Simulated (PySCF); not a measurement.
# [Yb(NO2)2]+: other functionals and bases at one geometry

Aim: see how levels, charges and forces of [Yb(NO2)2]+ depend on the level of theory. It is a constructed species; whether it can be made isn't addressed.

Method: several levels, as the steps say, no spin–orbit coupling; program: PySCF 2.14.0.

3 further runs of the same task are left out: 2 for a known fault of the program, 1 that didn't finish.

### 1 The starting structure

7 atoms, charge 1, spin multiplicity 1.

Bond lengths: Yb1–O2 2.211 Å, Yb1–O3 2.211 Å, Yb1–N4 2.655 Å, Yb1–O5 2.211 Å, Yb1–O6 2.211 Å, Yb1–N7 2.655 Å, O2–N4 1.279 Å, O3–N4 1.279 Å, O5–N7 1.279 Å, O6–N7 1.279 Å. Angles: O2–Yb1–O3 57.3°, O2–Yb1–N4 28.7°, O2–Yb1–O5 140.4°, O2–Yb1–O6 140.4°, O2–Yb1–N7 151.3°, O3–Yb1–N4 28.7°, O3–Yb1–O5 140.4°, O3–Yb1–O6 140.4°, O3–Yb1–N7 151.3°, N4–Yb1–O5 151.3°, N4–Yb1–O6 151.3°, N4–Yb1–N7 180.0°, O5–Yb1–O6 57.3°, O5–Yb1–N7 28.7°, O6–Yb1–N7 28.7°, Yb1–O2–N4 95.3°, Yb1–O3–N4 95.3°, Yb1–N4–O2 56.0° and more.

Geometry (Å):

```xyz
7

Yb    0.00000    0.00000    0.00000
O     0.74985    0.74985    1.94058
O    -0.74985   -0.74985    1.94058
N     0.00000    0.00000    2.65514
O     0.74985   -0.74985   -1.94058
O    -0.74985    0.74985   -1.94058
N     0.00000    0.00000   -2.65514
```

Formal oxidation states: Yb +3. Each metal's 13 4f electrons lie in its core potential, so multiplicities, spins and levels count the valence alone. An earlier session relaxed this geometry at r2SCAN, Yb lcecp-1-SVP with ECP59, O def2-SVP, N def2-SVP (singlet, point group D2d).

At r2SCAN on the finer grid: E = -449.003765 Eh, HOMO -12.42 eV, LUMO -9.44 eV, Mulliken charge on Yb1 +1.56 e, largest force component 0.015 eV/Å. 

Levels to run: revPBE; BLYP; M06-L; PBE0; r2SCAN, TZVP. Hardware: 2 threads of Arm Neoverse V1, shared host.

### 2 revPBE

Contents of run.py (the lines that set the calculation):

```python
mol = gto.M(atom='''
Yb     0.00000     0.00000     0.00000
O      0.74985     0.74985     1.94058
O     -0.74985    -0.74985     1.94058
N      0.00000     0.00000     2.65514
O      0.74985    -0.74985    -1.94058
O     -0.74985     0.74985    -1.94058
N      0.00000     0.00000    -2.65514''',
    basis={'Yb': 'lcecp-1-SVP', 'O': 'def2-SVP', 'N': 'def2-SVP'},
    ecp={'Yb': 'lcecp-1-SVP'},
    charge=1, spin=0)
mf = dft.RKS(mol, xc='PBE_R,PBE')
mf.grids.atom_grid = (75, 302)  # f atoms: unpruned, at least (60, 302)
mf = mf.density_fit()  # fitting sets: Yb AutoAux, O def2-universal-JKFIT, N def2-universal-JKFIT
mf.conv_tol = 1e-08; mf.max_cycle = 55
mf.kernel(dm0)  # dm0: the density of the relaxed state
```

The run is started by

```sh
$ OMP_NUM_THREADS=2 python run.py
```

### 3 BLYP

Edit run.py (the lines that set the calculation) of step 2 so:

```diff
@@ -11,3 +11,3 @@
     charge=1, spin=0)
-mf = dft.RKS(mol, xc='PBE_R,PBE')
+mf = dft.RKS(mol, xc='BLYP')
 mf.grids.atom_grid = (75, 302)  # f atoms: unpruned, at least (60, 302)
```

### 4 M06-L

Edit run.py (the lines that set the calculation) of step 3 so:

```diff
@@ -11,3 +11,3 @@
     charge=1, spin=0)
-mf = dft.RKS(mol, xc='BLYP')
+mf = dft.RKS(mol, xc='M06L')
 mf.grids.atom_grid = (75, 302)  # f atoms: unpruned, at least (60, 302)
```

### 5 PBE0

Edit run.py (the lines that set the calculation) of step 4 so:

```diff
@@ -11,3 +11,3 @@
     charge=1, spin=0)
-mf = dft.RKS(mol, xc='M06L')
+mf = dft.RKS(mol, xc='PBE0')
 mf.grids.atom_grid = (75, 302)  # f atoms: unpruned, at least (60, 302)
```

### 6 r2SCAN, TZVP

Basis: Yb lcecp-1-TZVP with ECP59, O def2-TZVP, N def2-TZVP. 

Contents of run.py (the lines that set the calculation):

```python
mol = gto.M(atom='''
Yb     0.00000     0.00000     0.00000
O      0.74985     0.74985     1.94058
O     -0.74985    -0.74985     1.94058
N      0.00000     0.00000     2.65514
O      0.74985    -0.74985    -1.94058
O     -0.74985     0.74985    -1.94058
N      0.00000     0.00000    -2.65514''',
    basis={'Yb': 'lcecp-1-TZVP', 'O': 'def2-TZVP', 'N': 'def2-TZVP'},
    ecp={'Yb': 'lcecp-1-TZVP'},
    charge=1, spin=0)
mf = dft.RKS(mol, xc='R2SCAN')
mf.grids.atom_grid = (75, 302)  # f atoms: unpruned, at least (60, 302)
mf = mf.density_fit()  # fitting sets: Yb AutoAux, O def2-universal-JKFIT, N def2-universal-JKFIT
mf.conv_tol = 1e-08; mf.max_cycle = 55
mf.kernel(dm0)  # dm0: free metal ions and neutral atoms
```

Before running it: what results should come out? Wanted: for each run, HOMO; gap; charge on Yb1; dipole; largest force.

As calculated:

| level | state | HOMO (eV) | gap (eV) | charge on Yb1 (e) | dipole (D) | largest force (eV/Å) | basis functions | time |
| --- | --- | --- | --- | --- | --- | --- | --- | --- |
| r2SCAN (relaxed here) | singlet | -12.42 | 2.99 | 1.56 | 0.00 | 0.02 | 117 | 59 s |
| revPBE | singlet | -11.99 | 2.58 | 1.41 | 0.00 | 0.74 | 117 | 7.5 s |
| BLYP | singlet | -11.94 | 2.56 | 1.35 | 0.00 | 1.00 | 117 | 7.3 s |
| M06-L | singlet | -12.34 | 3.00 | 1.69 | 0.00 | 0.16 | 117 | 9.2 s |
| PBE0 | singlet | -13.75 | 5.32 | 1.58 | 0.00 | 0.88 | 117 | 6.7 s |
| r2SCAN, TZVP | singlet | -12.29 | 3.10 | 1.73 | 0.00 | 0.22 | 233 | 43 s |

Times are on 2 threads of Arm Neoverse V1, shared host; the first row also made further properties. The dipole of a charged species depends on the origin, so these sizes hold for this origin alone.

In one basis the HOMO–LUMO gap runs from 2.56 eV (BLYP) to 5.32 eV (PBE0). The largest leftover force, 1.00 eV/Å with BLYP, stands at a geometry relaxed at another level. The Mulliken charge on Yb spans +1.35 to +1.73 e over the levels. With 4f in the core, its levels are missing from HOMO and gap. Total energies of different levels can't be compared. Spin–orbit coupling is left out throughout.
